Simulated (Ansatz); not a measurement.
Crystal: Ti3S2.

```
CELL_PARAMETERS angstrom
2.71311 1.56642 3.23762
-2.71311 1.56642 3.23762
0.00000 -3.13283 3.23762
ATOMIC_POSITIONS crystal
Ti 0.00000 0.33565 0.66434
Ti 0.66434 0.00000 0.33565
Ti 0.33565 0.66434 0.00000
S 0.16784 0.16784 0.16784
S 0.83216 0.83216 0.83216
```

The cell comes from a database or a generator and needn't be the stable form of this composition.

Base run:

- Program: Ansatz 0.2.0
- Functional: PBEsol
- Potentials or basis: Ansatz PAW
- Cutoff: 420 eV
- Density cutoff: 1680 eV
- k mesh: 6 × 6 × 6
- Occupations: fermi-dirac, width 0.05 eV
- Spin: no spin polarisation

Its results: band gap on the k mesh none (metal or under the smearing width); pressure -4.5 GPa; largest force 0.044 eV/Å.

Problem. The run is repeated on the same cell with these changes: functional from PBEsol to LDA. What comes out?

Solution. Band gap on the k mesh none (metal or under the smearing width); pressure -7.8 GPa; largest force 0.096 eV/Å.

LDA binds more tightly than PBEsol, so the same cell stands under less pressure.

Caveats: the PAW data sets come from PBE, with cores solved anew for the run's functional, which leaves a small shift of forces and pressure.

Not every run made on this cell is shown here.
